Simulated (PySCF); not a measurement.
# C5H16BNOSi: the cost of one run

Programs: PySCF 2.14.0, with density-fitted response routines of our own. Each step states its level of theory. These are calculated values for one molecule, in the gas phase or a continuum, unless marked as measured. Atoms are numbered from 0 throughout.

**1. The starting structure**

25 atoms, charge 0, multiplicity 1; geometry from: GFN2-xTB. The atoms were then displaced at random by about 0.01 Å, so the start is not that level's minimum.

Bonds of the start (Å): C0–N1 1.48, N1–C2 1.47, N1–C3 1.47, C3–C4 1.52, C4–C5 1.53, C5–B6 1.65, B6–O7 1.41, O7–Si8 1.58, B6–N1 1.72, C0–H9 1.11, C0–H10 1.06, C0–H11 1.07, C2–H12 1.10, C2–H13 1.10, C2–H14 1.09, C3–H15 1.13, C3–H16 1.06, C4–H17 1.11, C4–H18 1.09, C5–H19 1.09, C5–H20 1.08, B6–H21 1.21, Si8–H22 1.46, Si8–H23 1.47, Si8–H24 1.46.

**2. Relaxing the molecule at PBE0-D3(BJ)/def2-SVP**

The job: settings as JSON, then the geometry in Å.

```
{"job": {"xc": "PBE0", "basis": "def2-SVP", "d3": "d3bj", "grid": 1, "shake": 0.01, "kind": "geom"}, "charge": 0, "multiplicity": 1}
C     -0.576490    -1.909900     0.565910
N     -0.808880    -0.536570     0.056570
C     -2.083330    -0.476880    -0.683290
C     -0.749740     0.452030     1.145440
C     -0.619270     1.819050     0.500430
C      0.327790     1.630060    -0.686940
B      0.488920     0.010500    -0.931530
O      1.668250    -0.554620    -0.400180
Si     2.954500    -0.386720     0.508510
H     -1.395420    -2.169800     1.266290
H      0.355900    -1.942950     1.074530
H     -0.575600    -2.579210    -0.268270
H     -2.208590     0.513470    -1.140260
H     -2.925090    -0.669160    -0.002080
H     -2.057080    -1.229000    -1.467910
H     -1.684580     0.383510     1.775280
H      0.093580     0.243540     1.761120
H     -0.225650     2.534920     1.247280
H     -1.586830     2.205590     0.189550
H     -0.067630     2.170430    -1.550210
H      1.292710     2.049110    -0.464960
H      0.256170    -0.426010    -2.033650
H      3.408740    -1.758610     0.703780
H      3.974410     0.414620    -0.190810
H      2.695600     0.224650     1.803420
```

Run with:

```
$ OMP_NUM_THREADS=1 python probes_run.py task.json out
```

The driver reads the jobs from task.json and runs them one after another.

**Question.** How long does this first job take on 1 thread of Intel Xeon at 2.70GHz, shared host, and how much memory does it need?

About 10 min, with a peak of 0.94 GiB.
